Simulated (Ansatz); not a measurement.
# CH2Ge: the cost of one run

Computed with Ansatz 0.2.0, Gaussian basis. Level: cc-pVTZ, core rule «outside noble gas», up to 15 orbitals frozen.

Plan: UHF; CCSD(T) on RHF; CCSD(T) on UHF; BCCD(T) on RHF; CCSDT(Q) on RHF; CCSDT(Q) on UHF; CASSCF and MRCISD+Q, 10 electrons in 10 orbitals; CASSCF and NEVPT2, 10 electrons in 10 orbitals.

4 further runs of the same task are left out: 4 set aside as unsound or not needed.

## (1) The geometry

The geometry is a PBE0/def2-TZVP stationary point (not a proven minimum). No spin-orbit coupling is included. The filled d shell of Ge may be among the frozen orbitals whatever the setting's name suggests; the logs give the count.

4 atoms, charge 0, spin multiplicity 1.

Atoms are counted from 1 here; the program's logs count them from 0.

Bond lengths: Ge1–C2 1.786 Å, C2–H3 1.089 Å, C2–H4 1.089 Å. Angles: Ge1–C2–H3 123.1°, Ge1–C2–H4 123.1°, H3–C2–H4 113.7°.

## (2) UHF

in.yaml reads:

```yaml
crystal:
  periodic: [false, false, false]
  atoms:
    - {symbol: Ge, position_ang: [0.000000, 0.000000, 0.302970]}
    - {symbol: C, position_ang: [0.000000, 0.000000, -1.483402]}
    - {symbol: H, position_ang: [0.000000, -0.912198, -2.078999]}
    - {symbol: H, position_ang: [0.000000, 0.912198, -2.078999]}
basis:
  gaussian: {orbitals: cc-pVTZ}
magnetization: {spin_polarized: true, initial_magnetization: 0}
hamiltonian: {xc: hf}
output: {orbitals: {seedname: orbitals}}
```

On the command line:

```sh
> ansatz run in.yaml --threads 1 --pin off --events-out ev --progress --plain --max-ram 4096MiB --backend cpu
```

**Question.** How long does this run take on 1 thread of AMD EPYC 7R13, shared host, and how much memory does it need?

About 7.5 s, with a peak of 0.29 GiB.
